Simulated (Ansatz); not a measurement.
# Mg2CdTe3: from a guess to a relaxed structure

The task: take a trial cell of Mg2CdTe3 to zero force and stress.

Method: DFT PBE, scalar-relativistic, plane waves, PAW, in Ansatz 0.2.0.

### 1 Starting point

The structure is hexagonal, space group P6_3/mmc (No. 194). Conventional cell: a = 4.244 Å, b = 4.244 Å, c = 20.732 Å, α = 90.00°, β = 90.00°, γ = 120.00°. Around Mg (site symmetry 3m) lie 6 Te at 3.00 Å. Cd (site symmetry -3m) has 6 Te at 3.00 Å as nearest neighbours. Around Te (site symmetry 3m) lie 3 Cd at 3.00 Å and 3 Mg at 3.00 Å. Te (site symmetry -6m2) is surrounded by 6 Mg at 3.00 Å.

Structure file:

```
Mg Cd Te
1.0
     4.24406    0.00000    0.00000
    -2.12203    3.67547    0.00000
     0.00000    0.00000   20.73175
Mg Cd Te
4 2 6
Direct
  0.00000 0.00000 0.16667
  0.00000 0.00000 0.83333
  0.00000 0.00000 0.33333
  0.00000 0.00000 0.66667
  0.00000 0.00000 0.50000
  0.00000 0.00000 0.00000
  0.33333 0.66667 0.08333
  0.33333 0.66667 0.41667
  0.33333 0.66667 0.75000
  0.66667 0.33333 0.25000
  0.66667 0.33333 0.58333
  0.66667 0.33333 0.91667
```

The start is an ordering of an alloy on its end members' structure types: elements ordered on the sites of the MgTe type, Cd/Mg on Mg (P6_3/mmc, No. 194).

### 2 Probe: one point on a coarse mesh

input.yaml

```yaml
crystal:
  lattice:
    - [4.24406229, 0.0, 0.0]
    - [-2.12203115, 3.67546576, 0.0]
    - [0.0, 0.0, 20.7317476]
  atoms:
    - { symbol: Mg, position: [0.0, 0.0, 0.16666667] }
    - { symbol: Mg, position: [0.0, 0.0, 0.83333333] }
    - { symbol: Mg, position: [0.0, 0.0, 0.33333333] }
    - { symbol: Mg, position: [0.0, 0.0, 0.66666667] }
    - { symbol: Cd, position: [0.0, 0.0, 0.5] }
    - { symbol: Cd, position: [0.0, 0.0, 0.0] }
    - { symbol: Te, position: [0.33333333, 0.66666667, 0.08333333] }
    - { symbol: Te, position: [0.33333333, 0.66666667, 0.41666667] }
    - { symbol: Te, position: [0.33333333, 0.66666667, 0.75] }
    - { symbol: Te, position: [0.66666667, 0.33333333, 0.25] }
    - { symbol: Te, position: [0.66666667, 0.33333333, 0.58333333] }
    - { symbol: Te, position: [0.66666667, 0.33333333, 0.91666667] }
basis:
  ecutwfc: 420
kpoints:
  mp_grid: { grid: [6, 6, 1] }
hamiltonian:
  xc: pbe
scf:
  occupations: { method: gaussian, width: 0.1 }
  lower_state_search: "off"
output:
  forces: true
  stress: true
  eigenvalues: true
```

Run with:

```bash
> ansatz run input.yaml --threads 1 --pin off --max-ram 2560MiB --backend cpu --events-out ev --progress --plain --runs-dir out
```

Log (excerpt; [...] marks lines left out):

```text
Warning: RAYON_NUM_THREADS=1 ignored (pool sized by the plan → 1); use --threads N
[...]
Pseudopotentials: kind: paw
Pseudopotential: Mg, paw, valence charge 10, recommended cutoff 420 eV (normal), Mg.paw.azcp
Pseudopotential: Cd, paw, valence charge 20, recommended cutoff 420 eV (normal), Cd.paw.azcp
Pseudopotential: Te, paw, valence charge 16, recommended cutoff 420 eV (normal), Te.paw.azcp
Functional definition: PBE
[...]
Crystal: 12 atoms, lattice volume = 323.393 Å³
Basis set: ecut = 420 eV, 6327 PW (Γ), exchange–correlation on 60×60×288 points (8 copies of the dense FFT grid, shifted against one another)
Bands: 106, of which v1, the nominal top of the filled ones, is band 88 counted from 1 (87 counted from 0)
Symmetry: 24 space group operations
Space group: P63/mmc (ITA 194), of the structure as read, at distance tolerance 6.9e-5 Å
k-points: 7 of 36
[...]
SCF iter   1: F=—  HF=-66091.345350 eV  |F-HF|=—  |Δ(HF+E_count)|=         —  Δρ=1.37e-3  dr2=3.28e-2  ethr=1.77e-3  ⟨swp⟩=7.7  Hψ=2881  notcnv=0  defer=11
[...]
SCF iter   7: F=-66091.337776 eV  HF=-66091.337776 eV  |F-HF|=2.72e-9  |Δ(HF+E_count)|=   2.40e-8  Δρ=1.48e-6  dr2=4.86e-9  ethr=5.68e-11  ⟨swp⟩=12.0  Hψ=3180  notcnv=0
[...]
SCF converged after 7 iterations
Free energy (F): -66091.337776 eV
[...]
E sigma→0 (E₀):  -66091.337085 eV
Entropy (-TS):   -0.001381 eV (-0.115 meV/atom)
Fermi energy:    8.719373 eV
[...]
--- Forces (eV/Å), atoms counted from 1 ---
  atom   1  Mg     0.00000000    -0.00000000     0.00786777
  atom   2  Mg    -0.00000000     0.00000000    -0.00786777
  atom   3  Mg     0.00000000    -0.00000000    -0.00786777
  atom   4  Mg    -0.00000000     0.00000000     0.00786777
  atom   5  Cd    -0.00000000    -0.00000000     0.00000000
  atom   6  Cd    -0.00000000    -0.00000000     0.00000000
  atom   7  Te     0.00000000    -0.00000000     0.37203283
  atom   8  Te     0.00000000    -0.00000000    -0.37203283
[...]
--- Stress (GPa, compression-positive) ---
        1.263710       0.000000      -0.000000
        0.000000       1.263710      -0.000000
       -0.000000      -0.000000       1.064534
  P = ⅓ Tr σ = 1.1973 GPa (11.973 kbar)
--- Band table (eV; the first three rows and the last of 7) ---
[...]
```

Wall time 13 s (1 thread of Arm Neoverse V2, shared host); peak memory 0.64 GiB.

Read-out: pressure 1.2 GPa, largest force 0.37 eV/Å, gap on this mesh 0.29 eV. The relaxation goes to the converged mesh at once.

### 3 Relaxation on the finer mesh

input.yaml, as its differences from that of step 2:

```diff
@@ -21,3 +21,3 @@
 kpoints:
-  mp_grid: { grid: [6, 6, 1] }
+  mp_grid: { grid: [12, 12, 2] }
 hamiltonian:
@@ -25,4 +25,3 @@
 scf:
-  occupations: { method: gaussian, width: 0.1 }
-  lower_state_search: "off"
+  occupations: { method: gaussian, width: 0.01 }
 output:
@@ -31 +30,6 @@
   eigenvalues: true
+relax:
+  adjacent_minimum: "off"
+  f_tol: 0.01
+  max_steps: 80
+  cell: { stress_tol: 0.05 }
```

Run with:

```bash
> ansatz run input.yaml --threads 1 --pin off --max-ram 2560MiB --backend cpu --events-out ev --progress --plain --runs-dir out
```

Log:

```text
Warning: RAYON_NUM_THREADS=1 ignored (pool sized by the plan → 1); use --threads N
Engine: ansatz 0.2.0, aarch64-unknown-linux-gnu
[... 5 set-up lines as earlier in the session ...]
  parameter kappa = 0.804
  parameter beta = 0.06672455060314922
  exchange = pbe_x(kappa = kappa, mu = beta*pi^2/3)
  correlation = pbe_c(beta = beta)
Crystal: 12 atoms, lattice volume = 323.393 Å³
Basis set: ecut = 420 eV, 6327 PW (Γ), exchange–correlation on 60×60×288 points (8 copies of the dense FFT grid, shifted against one another)
Bands: 106, of which v1, the nominal top of the filled ones, is band 88 counted from 1 (87 counted from 0)
[... 2 set-up lines as earlier in the session ...]
k-points: 38 of 288
Non-local potential: Mg, projectors of the file, l = 0: 3, l = 1: 2, l = 2: 1
Non-local potential: Cd, projectors of the file, l = 0: 3, l = 1: 2, l = 2: 2, l = 3: 1
Non-local potential: Te, projectors of the file, l = 0: 2, l = 1: 2, l = 2: 2, l = 3: 2
PAW form: soft (Blöchl's): semilocal exchange-correlation on the pseudo side does not see the compensation charge
PAW one-centre angular grid: Mg, 110 points (default); XC on 64 Gauss nodes
PAW one-centre angular grid: Cd, 590 points (default); XC on 64 Gauss nodes
PAW one-centre angular grid: Te, 590 points (default); XC on 64 Gauss nodes
Initial density: superposition of atomic densities (neutral atoms: chi_scale 0, normalization atom), corrected by the library's trained network
Initial wavefunctions: pseudopotential atomic-orbital guess
Functional: x = pbe(κ = 0.804, μ = 0.2195149727645171), c = pbe(β = 0.06672455060314922)
SCF iter   1: F=—  HF=-66091.406600 eV  |F-HF|=—  |Δ(HF+E_count)|=         —  Δρ=1.35e-3  dr2=3.11e-2  ethr=1.77e-3  ⟨swp⟩=6.7  Hψ=15146  notcnv=0  defer=168
preconditioner: auto → Resta (q_TF=auto, 2.465 Å⁻¹)  ε∞=4.0  [insulator: Δε(μ)=0.278 eV  Ē_g=9.814 eV  σ=0.010 eV  W_gap=1.00  n_scr=82 (ndim 8)  ℏωp=17.0 eV  f_vac=0.014  D(μ)=0.00/eV (n_scr^D=0)  ε∞_Penn≈4.0]
SCF iter   2: F=—  HF=-66091.399498 eV  |F-HF|=—  |Δ(HF+E_count)|=   7.10e-3  Δρ=7.52e-4  dr2=3.73e-3  ethr=1.77e-5  ⟨swp⟩=2.9  Hψ=7469  notcnv=0  defer=455
SCF iter   3: F=—  HF=-66091.399430 eV  |F-HF|=—  |Δ(HF+E_count)|=   6.79e-5  Δρ=3.30e-4  dr2=6.19e-4  ethr=2.12e-6  ⟨swp⟩=2.1  Hψ=4902  notcnv=0  defer=455
SCF iter   4: F=—  HF=-66091.399470 eV  |F-HF|=—  |Δ(HF+E_count)|=   4.04e-5  Δρ=6.61e-5  dr2=1.46e-5  ethr=3.52e-7  ⟨swp⟩=2.1  Hψ=6432  notcnv=0  defer=455
SCF iter   5: F=—  HF=-66091.399276 eV  |F-HF|=—  |Δ(HF+E_count)|=   1.94e-4  Δρ=2.84e-5  dr2=2.33e-6  ethr=8.29e-9  ⟨swp⟩=2.0  Hψ=6689  notcnv=0  defer=455
SCF iter   6: F=—  HF=-66091.399276 eV  |F-HF|=—  |Δ(HF+E_count)|=   2.57e-7  Δρ=7.48e-6  dr2=1.98e-7  ethr=1.32e-9  ⟨swp⟩=2.0  Hψ=6725  notcnv=0  defer=455
SCF iter   7: F=-66091.399277 eV  HF=-66091.399276 eV  |F-HF|=1.94e-8  |Δ(HF+E_count)|=   1.30e-7  Δρ=2.23e-6  dr2=1.95e-8  ethr=5.68e-11  ⟨swp⟩=12.2  Hψ=21188  notcnv=0
SCF 1 converged in 7 iterations: F = -66091.399277 eV  dr2 = 1.95e-8
relax step   1: F+E_penalty+E_count = -66091.39927651 eV  Δ(F+E_penalty+E_count) = +0.000e0 eV  max|allowed force component| = 3.725e-1 eV/Å  Δτ_max = 0.0000 Å  P = +1.161 GPa  Ω = 323.393 Å³  (7 SCF iters, dr2 threshold 1.00e-7 eV, accepted)
[... 13 lines left out ...]
relax step   2: F+E_penalty+E_count = -66091.38566778 eV  Δ(F+E_penalty+E_count) = +1.361e-2 eV  max|allowed force component| = 3.590e-1 eV/Å  Δτ_max = 0.1488 Å  P = -0.727 GPa  Ω = 335.880 Å³  energy of the carried Pulay correction = -1.858e-3 eV  (6 SCF iters, dr2 threshold 1.20e-6 eV, rejected (line search))
[... 14 lines left out ...]
relax step   3: F+E_penalty+E_count = -66091.46900627 eV  Δ(F+E_penalty+E_count) = -6.973e-2 eV  max|allowed force component| = 3.121e-2 eV/Å  Δτ_max = 0.0704 Å  P = -0.194 GPa  Ω = 331.732 Å³  energy of the carried Pulay correction = -1.248e-3 eV  (9 SCF iters, accepted)
[... 10 lines left out ...]
relax step   4: F+E_penalty+E_count = -66091.47041185 eV  Δ(F+E_penalty+E_count) = -1.406e-3 eV  max|allowed force component| = 1.164e-2 eV/Å  Δτ_max = 0.0041 Å  P = +0.037 GPa  Ω = 330.049 Å³  energy of the carried Pulay correction = -9.990e-4 eV  (5 SCF iters, dr2 threshold 1.11e-7 eV, accepted)
[... 9 lines left out ...]
relax step   5: F+E_penalty+E_count = -66091.47049953 eV  Δ(F+E_penalty+E_count) = -8.769e-5 eV  max|allowed force component| = 5.791e-4 eV/Å  Δτ_max = 0.0027 Å  P = +0.001 GPa  Ω = 330.329 Å³  energy of the carried Pulay correction = -1.041e-3 eV  (5 SCF iters, dr2 threshold 8.47e-9 eV, accepted)
[... 9 lines left out ...]
relax step   6: F+E_penalty+E_count = -66091.47151673 eV  Δ(F+E_penalty+E_count) = -1.017e-3 eV  max|allowed force component| = 6.069e-4 eV/Å  Δτ_max = 0.0000 Å  P = -0.001 GPa  Ω = 330.329 Å³  stress off target by 6.65e-4 GPa  SCF on the basis re-selected at this cell (its energy is not comparable with the rows above)  (6 SCF iters)
basis re-selected at this cell: Δ(F+E_penalty+E_count) = -1.017e-3 eV, ΔP = -0.002 GPa vs the last step (what re-selecting the basis moved, of the pressure what is left beyond the Pulay correction that the steps carried, after the strain that the cell walked since its last selection, with what the two solves' SCF thresholds leave and, on support functions, any second-order correction that the steps lacked; it is no measure of the basis error at this ecutwfc). This SCF's stress stands 6.65e-4 GPa from its target on what of the cell is left free (relax.cell.stress_tol is 5.00e-2 GPa) and its largest allowed force component is 6.07e-4 eV/Å (relax.f_tol is 1.00e-2 eV/Å): within both
SCF converged after 6 iterations
Free energy (F): -66091.471517 eV
Harris-Foulkes:  -66091.471517 eV  (|F-HF|=0.00e0)
Internal energy: -66091.471517 eV  (E = F + TS)
E sigma→0 (E₀):  -66091.471517 eV
Fermi energy:    8.356269 eV
--- Per-component energies (eV) ---
  E_band       = -3874.466751
  E_kinetic    = 2396.957626
  E_local      = -21581.112723  (includes V_loc(G=0)·N_el)
  E_nonlocal   = -1410.279917
  E_hartree    = 10711.498032
  E_xc         = -1215.464117
  E_vxc        = -1218.429434  (∫ρ·V_xc dr)
  E_paw        = -37316.797946  (= ΣΔE_a)
  E_vpaw       = -3484.597308  (= ΣTr[D̂ρ^β])
  E_aug_tail   = -0.001111  (compensation charges beyond the density's cutoff)
  E_ewald      = -17676.271360
  E_smearing   = -0.000000  (= −TS)
  E_closure    = -0.000000  (closes the sum)
  Σ components = -66091.471517   (vs F -66091.471517, Δ=0.00e0)
--- Forces (eV/Å), atoms counted from 1 ---
  atom   1  Mg    -0.00000000    -0.00000000    -0.00006880
  atom   2  Mg     0.00000000     0.00000000     0.00006880
  atom   3  Mg     0.00000000    -0.00000000     0.00006880
  atom   4  Mg     0.00000000     0.00000000    -0.00006880
  atom   5  Cd     0.00000000     0.00000000     0.00000000
  atom   6  Cd    -0.00000000    -0.00000000     0.00000000
  atom   7  Te    -0.00000000    -0.00000000    -0.00060694
  atom   8  Te    -0.00000000    -0.00000000     0.00060694
  atom   9  Te     0.00000000    -0.00000000     0.00000000
  atom  10  Te     0.00000000     0.00000000    -0.00000000
  atom  11  Te     0.00000000     0.00000000    -0.00060694
  atom  12  Te     0.00000000     0.00000000     0.00060694
  max |Σ_I F_I| component: 4.63e-18 eV/Å
--- Stress (GPa, compression-positive) ---
       -0.000665       0.000000       0.000000
        0.000000      -0.000665      -0.000000
        0.000000      -0.000000      -0.000337
  P = ⅓ Tr σ = -0.0006 GPa (-0.006 kbar)
--- Band table (eV; the first three rows and the last of 38) ---
  k-point 0: bands = ["-94.0501", "-94.0501", "-67.8620", "-67.8620", "-67.8619", "-67.8619", "-55.1176", "-55.1176", "-55.1176", "-55.1176", "-55.1150", "-55.1150", "-34.6177", "-34.6177", "-34.6149", "-34.6149", "-34.6149", "-34.6149", "-34.6146", "-34.6146", "-34.6146", "-34.6146", "-34.6142", "-34.6142", "-27.6201", "-27.6201", "-27.6201", "-27.6201", "-27.6195", "-27.6195", "-27.6195", "-27.6195", "-27.6172", "-27.6172", "-27.6169", "-27.6169", "-27.6108", "-27.6108", "-27.6108", "-27.6108", "-27.6108", "-27.6108", "-27.6108", "-27.6108", "-27.5471", "-27.5471", "-27.5471", "-27.5471", "-27.5454", "-27.5454", "-27.5454", "-27.5454", "-27.5375", "-27.5375", "-3.1288", "-2.9223", "-2.8988", "-2.4123", "-2.3462", "-2.0359", "-0.0842", "-0.0842", "-0.0842", "-0.0842", "-0.0448", "-0.0423", "0.0547", "0.0547", "0.0547", "0.0547", "3.4111", "4.1561", "4.4122", "6.2542", "6.3641", "7.6920", "7.6920", "7.7435", "7.7435", "7.8747", "7.8747", "7.9926", "7.9926", "8.1248", "8.1248", "8.1780", "8.1944", "8.1944", "9.3846", "10.5010", "10.6990", "11.0384", "11.0524", "11.0949", "13.0947", "13.0947", "13.3227", "13.3227", "13.3687", "13.3687", "13.4478", "13.4478", "13.6746", "13.6746", "13.8259", "13.9630"]
[... 3 lines left out ...]
--- Relaxed structure (5 steps of the walk, 4 accepted, 1 SCFs on fresh bases) ---
  F+E_penalty+E_count = -66091.47151673 eV   max|allowed force component| = 6.069e-4 eV/Å   (the final SCF, on the basis selected at the relaxed cell)
  cell:  # Å, volume = 330.3290 Å³
    - [4.2806629668363465, 2.9116467707331015e-9, 9.923487064213247e-36]
    - [-2.1403314859397335, 3.7071628728637167, -4.9617435379521356e-36]
    - [9.695014588576858e-35, -9.695014588576858e-35, 20.815844524149064]
  atoms:
    - { symbol: Mg, position: [1.8349647376428696e-35, 3.497856312993101e-34, 0.1675035703867444] }
    - { symbol: Mg, position: [-1.0291409721159941e-34, -3.3140937700002576e-34, 0.8324964296132555] }
    - { symbol: Mg, position: [1.5300429660437428e-34, 2.7118620714802273e-34, 0.3324964296132556] }
    - { symbol: Mg, position: [-7.162688247447262e-35, -2.8774303033263887e-34, 0.6675035703867445] }
    - { symbol: Cd, position: [6.465550835040857e-35, 3.729833729157101e-36, 0.5] }
    - { symbol: Cd, position: [1.304735497170218e-35, -2.574495024738236e-35, -3.486447270483216e-21] }
    - { symbol: Te, position: [0.33333333333333337, 0.6666666666666667, 0.0864993406260941] }
    - { symbol: Te, position: [0.33333333333333337, 0.6666666666666667, 0.41350065937390584] }
    - { symbol: Te, position: [0.33333333333333337, 0.6666666666666667, 0.75] }
    - { symbol: Te, position: [0.6666666666666666, 0.33333333333333337, 0.25] }
    - { symbol: Te, position: [0.6666666666666666, 0.33333333333333337, 0.5864993406260942] }
    - { symbol: Te, position: [0.6666666666666666, 0.33333333333333337, 0.913500659373906] }
```

Run time: 8.8 min. Hardware: 1 thread of Arm Neoverse V2, shared host; peak memory 1.1 GiB.

The steps of the relaxation:

```csv
step,energy from step 1 (eV/cell),largest force component (eV/Å),pressure (GPa),volume (Å³)
1,0.0000,0.3725,1.16,323.39
2,0.0136,0.3590,-0.73,335.88
3,-0.0697,0.0312,-0.19,331.73
4,-0.0711,0.0116,0.04,330.05
5,-0.0712,0.0006,0.00,330.33
6,-0.0722,0.0006,0.00,330.33
```

Step 1 is the start. Step 6 repeats the geometry before it on a plane-wave basis chosen anew for that cell, so its energy need not be comparable with the rows above. Step 2 was tried and not accepted.

|  | before | after | change |
| --- | --- | --- | --- |
| a (Å) | 4.244 | 4.281 | +0.9 % |
| b (Å) | 4.244 | 4.281 | +0.9 % |
| c (Å) | 20.732 | 20.816 | +0.4 % |
| volume (Å³/atom) | 26.95 | 27.53 | +2.1 % |
| shortest distance (Å) | 2.998 | 2.992 | -0.2 % |
| space group (0.01 Å) | P6_3/mmc | P6_3/mmc | same |

Forces and stress were held to the start's 24 operations: a distortion of lower symmetry was not tested.

### 4 Results

```
                              quantity                                                                        value
symmetry at the end (tolerance 0.02 Å)                                               space group P6_3/mmc (No. 194)
                     conventional cell  a = 4.281 Å, b = 4.281 Å, c = 20.816 Å, α = 90.00°, β = 90.00°, γ = 120.00°
                                volume                                                                27.53 Å³/atom
              energy over the elements                                                                -0.63 eV/atom
                       gap on the mesh                                                                      0.27 eV
```

The space group P6_3/mmc (No. 194) is kept, and the volume per atom grows by 2.1 % from the first guess. It lies below the elements, which doesn't yet make it stable: competing phases were not computed in this session. No finished test with a distortion of lower symmetry is shown, so the end may be a saddle point. Spin-orbit coupling is left out, which matters for the bands of Te.
